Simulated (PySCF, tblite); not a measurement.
# CH9ClO2Si3: geometry, infrared bands and NMR shifts

Aim: predict the infrared bands and NMR shifts of CH9ClO2Si3 (`C[Si@]([SiH3])(Cl)O[SiH2]O`).

Computed with tblite 0.8.0 and PySCF 2.14.0, with density-fitted response routines of our own, on a single molecule in the gas phase. Atoms count from 0, in the outputs and in this text.

### Step 1. Starting geometry

16 atoms, charge 0, multiplicity 1; geometry from: force field or distance geometry start.

Bonds of the start (Å): C0–Si1 1.86, Si1–Si2 2.21, Si1–Cl3 2.10, Si1–O4 1.71, O4–Si5 1.72, Si5–O6 1.71, C0–H7 1.11, C0–H8 1.10, C0–H9 1.11, Si2–H10 1.47, Si2–H11 1.48, Si2–H12 1.47, Si5–H13 1.48, Si5–H14 1.47, O6–H15 1.01.

### Step 2. Relaxing the molecule with GFN2-xTB

What the job is given:

```
{"job": {"kind": "relax", "xc": "GFN2-xTB", "basis": "xTB"}, "charge": 0, "multiplicity": 1}
C     -0.348800     1.740900     0.131600
Si    -0.528700    -0.106100     0.171100
Si    -2.625200    -0.781300    -0.031800
Cl     0.213600    -0.741700     2.029500
O      0.514900    -0.802000    -0.997800
Si     2.100100    -0.268500    -0.597700
O      3.143300    -1.622900    -0.591100
H     -1.265300     2.223500    -0.255800
H      0.530600     2.044700    -0.458700
H     -0.172700     2.080500     1.177400
H     -3.385900     0.259700    -0.746600
H     -3.186200    -0.874300     1.338900
H     -2.722400    -2.089700    -0.696100
H      2.101500     0.293800     0.771500
H      2.524800     0.764200    -1.547900
H      3.098500    -2.111900     0.292000
```

Command:

```console
$ OMP_NUM_THREADS=1 python probes_run.py task.json out
```

This one command runs all jobs of the session in turn.

**Question.** This job is followed by: GFN2-xTB harmonic vibrations, gas phase; GIAO PBE0/pcSseg-1 NMR shielding, non-relativistic, gas phase. Predict these results of the whole session: strongest single infrared mode (GFN2-xTB); zero-point energy (GFN2-xTB); 13C shifts against TMS (PBE0/pcSseg-1); 1H shifts against TMS (PBE0/pcSseg-1, means over atoms taken as alike); 29Si shifts against TMS (PBE0/pcSseg-1); 35Cl shifts against HCl (PBE0/pcSseg-1); 17O shifts against H2O (PBE0/pcSseg-1).

**Answer**, as computed:

| quantity | value |
| --- | --- |
| strongest single infrared mode (GFN2-xTB) | 1044 cm⁻¹, 626 km/mol |
| zero-point energy (GFN2-xTB) | 60.8 kcal/mol |
| 13C shifts against TMS (PBE0/pcSseg-1) | 11.2 ppm |
| 1H shifts against TMS (PBE0/pcSseg-1, means over atoms taken as alike) | 5.13, 4.83, 3.49, 2.44, 0.61 ppm |
| 29Si shifts against TMS (PBE0/pcSseg-1) | 15.7, -37.4, -118.2 ppm |
| 35Cl shifts against HCl (PBE0/pcSseg-1) | 93 ppm |
| 17O shifts against H2O (PBE0/pcSseg-1) | 112.4, 54.5 ppm |

What this shows: Relaxing lowered the energy by 1.339 eV in 273 steps; the close pair that moved most is Si1–Si2, from 2.212 to 2.309 Å. No mode is imaginary among the 42: a minimum at this level. The strongest single mode, at 1044 cm⁻¹, moves mainly O4. GFN2-xTB is a fitted tight-binding method: band positions and strengths are rough. Its intensities can rank the bands wrongly. At PBE0/pcSseg-1: The largest span, 272 ppm, is at Cl3, where the paramagnetic term is -295 ppm.
